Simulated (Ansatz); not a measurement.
# Hf2SnTe6: the cost of one run

Computed with Ansatz 0.2.0 (DFT PBE, scalar-relativistic, plane waves, PAW, unless a step names another level, unless a step's input says otherwise).

1 further run of the same task is left out (set aside as unsound or not needed). Runs told in other sessions of the task aren't counted.

## 1. The structure to begin with

It takes space group P-31m (No. 162, trigonal). The conventional cell has a = 7.067 Å, b = 7.067 Å, c = 6.938 Å, α = 90.00°, β = 90.00°, γ = 120.00°. Around Hf (site symmetry 32) lie 6 Te at 2.90 Å. Around Sn (site symmetry -3m) lie 6 Te at 3.06 Å. Around Te (site symmetry m) lie 2 Hf at 2.90 Å and 1 Sn at 3.06 Å.

Coordinates:

```
CELL_PARAMETERS angstrom
7.06733 0.00000 0.00000
-3.53367 6.12049 0.00000
0.00000 0.00000 6.93772
ATOMIC_POSITIONS crystal
Hf 0.66667 0.33333 0.00000
Hf 0.33333 0.66667 0.00000
Sn 0.00000 0.00000 0.00000
Te 0.64743 0.64743 0.25557
Te 0.35257 0.00000 0.25557
Te 0.00000 0.35257 0.25557
Te 0.00000 0.64743 0.74443
Te 0.64743 0.00000 0.74443
Te 0.35257 0.35257 0.74443
```

The cell was relaxed beforehand at this level, from a generated guess; it is a trial structure. At a tolerance of 0.05 Å it has space group P-31m (No. 162); it has 33.34 Å³/atom, an uncorrected energy of -0.55 eV/atom over the elements and, on its mesh, gap none (metal).

## 2. Strained cells: the elastic tensor

Contents of input.yaml:

```yaml
crystal:
  lattice:
    - [7.1038470024, 2.91e-08, 0.0]
    - [-3.5519235264, 6.1521119542, 0.0]
    - [0.0, 0.0, 6.8691415474]
  atoms:
    - { symbol: Hf, position: [0.6666666667, 0.3333333333, 0.0] }
    - { symbol: Hf, position: [0.3333333333, 0.6666666667, 0.0] }
    - { symbol: Sn, position: [0.0, 0.0, 0.0] }
    - { symbol: Te, position: [0.6460516471, 0.6460516471, 0.2567259811] }
    - { symbol: Te, position: [0.3539483529, 0.0, 0.2567259811] }
    - { symbol: Te, position: [0.0, 0.3539483529, 0.2567259811] }
    - { symbol: Te, position: [0.0, 0.6460516471, 0.7432740189] }
    - { symbol: Te, position: [0.6460516471, 0.0, 0.7432740189] }
    - { symbol: Te, position: [0.3539483529, 0.3539483529, 0.7432740189] }
basis:
  ecutwfc: 420
kpoints:
  mp_grid: { grid: [6, 6, 6] }
hamiltonian:
  xc: pbe
scf:
  occupations: { method: fermi_dirac, width: 0.15 }
output:
  forces: true
  stress: true
  eigenvalues: true
elastic:
  mode: relaxed_ion
  amplitude: 0.005
  stencil: two_point
```

On the command line:

```
$ ansatz run input.yaml --threads 4 --pin off --max-ram 8192MiB --backend cpu --events-out ev --progress --plain --runs-dir out
```

Q: Estimate wall time and peak memory on 4 threads of Intel Xeon 6975P-C (Granite Rapids), shared host.

About 10 min, with a peak of 3 GiB.
